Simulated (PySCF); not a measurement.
# How the numerical set-up moves the result for H2

Aim: see how much the energy and properties of H2 depend on the numerical set-up.

Program: PySCF 2.14.0. Level of theory: method and basis as typed in the scripts. These are calculated values, not measurements.

1 further run of the same task is left out (it didn't finish).

## (1) Where the work starts

H2: 2 atoms, charge 0, spin multiplicity 1.

Bond lengths: H1–H2 0.608 Å.

## (2) Base script

File input.py:

```python
from pyscf import gto, dft, tdscf

mol = gto.M(
    atom='H 0 0 0; H 0 0 0.608',
    basis='minao',
    charge=0,
    spin=0,
    symmetry=True,
    verbose=4,
)
mf = dft.RKS(mol, xc='hse06')
mf.kernel()
td = tdscf.TDDFT(mf)
td.nstates = 4
td.kernel()
td.analyze()
mf.dip_moment()
print('orbital energies (hartree):', mf.mo_energy[..., max(0, mol.nelec[1]-3):mol.nelec[0]+3].round(4))
```

The run is started by

```bash
$ OMP_NUM_THREADS=1 python input.py
```

The log of this run is left out.

In short: E(SCF) = -1.077847 Eh, 2 cycles, μ = 0.00 D, excitations 23.33 eV.

The bond length is a typed value, not an optimised one.

## (3) Def2-qzvp

Run 1 changes basis set: minao → def2-qzvp.

File input.py:

```python
from pyscf import gto, dft, tdscf

mol = gto.M(
    atom='H 0 0 0; H 0 0 0.608',
    basis='def2-qzvp',
    charge=0,
    spin=0,
    symmetry=True,
    verbose=4,
)
mf = dft.RKS(mol, xc='hse06')
mf.kernel()
td = tdscf.TDDFT(mf)
td.nstates = 4
td.kernel()
td.analyze()
mf.dip_moment()
print('orbital energies (hartree):', mf.mo_energy[..., max(0, mol.nelec[1]-3):mol.nelec[0]+3].round(4))
```

The run is started by

```bash
$ OMP_NUM_THREADS=1 python input.py
```

## (4) Spin-free X2C on

Run 2 changes spin-free X2C: off → on.

Edit input.py of step 2 so:

```diff
@@ -11,2 +11,3 @@
 mf = dft.RKS(mol, xc='hse06')
+mf = mf.sfx2c1e()
 mf.kernel()
```

## (5) Sbkjc

Run 3 changes basis set: minao → sbkjc.

Edit input.py of step 2 so:

```diff
@@ -4,3 +4,3 @@
     atom='H 0 0 0; H 0 0 0.608',
-    basis='minao',
+    basis='sbkjc',
     charge=0,
```

## (6) Pcseg-1

Run 4 changes basis set: minao → pcseg-1.

Edit input.py of step 2 so:

```diff
@@ -4,3 +4,3 @@
     atom='H 0 0 0; H 0 0 0.608',
-    basis='minao',
+    basis='pcseg-1',
     charge=0,
```

What does the calculation give? Wanted: for each run, E(SCF); from base; gap; after the SCF.

**Answer**, as computed:

| run | E(SCF) (hartree) | from base (eV) | cycles | gap (eV) | functions | after the SCF |
| --- | --- | --- | --- | --- | --- | --- |
| base | -1.077847 | 0 | 2 | 21.83 | 2 | lowest root found 23.33 eV |
| def2-qzvp | -1.152505 | -2.0315 | 5 | 14.13 | 60 | lowest root found 13.50 eV |
| spin-free X2C on | -1.077839 | +0.0002 | 2 | 21.83 | 2 | lowest root found 23.33 eV |
| sbkjc | -1.141743 | -1.7387 | 4 | 16.70 | 4 | lowest root found 16.80 eV |
| pcseg-1 | -1.145504 | -1.8410 | 4 | 14.82 | 10 | lowest root found 14.30 eV |

In words: Of the runs whose energies can be compared, “def2-qzvp” moves the SCF energy most (-2.032 eV). def2-qzvp (60 functions) gives an energy 2.03 eV lower than minao (2). sbkjc (4 functions) gives an energy 1.74 eV lower than minao (2). pcseg-1 (10 functions) gives an energy 1.84 eV lower than minao (2). The dearest run is “def2-qzvp”, at 3.5 s against 0.93 s.
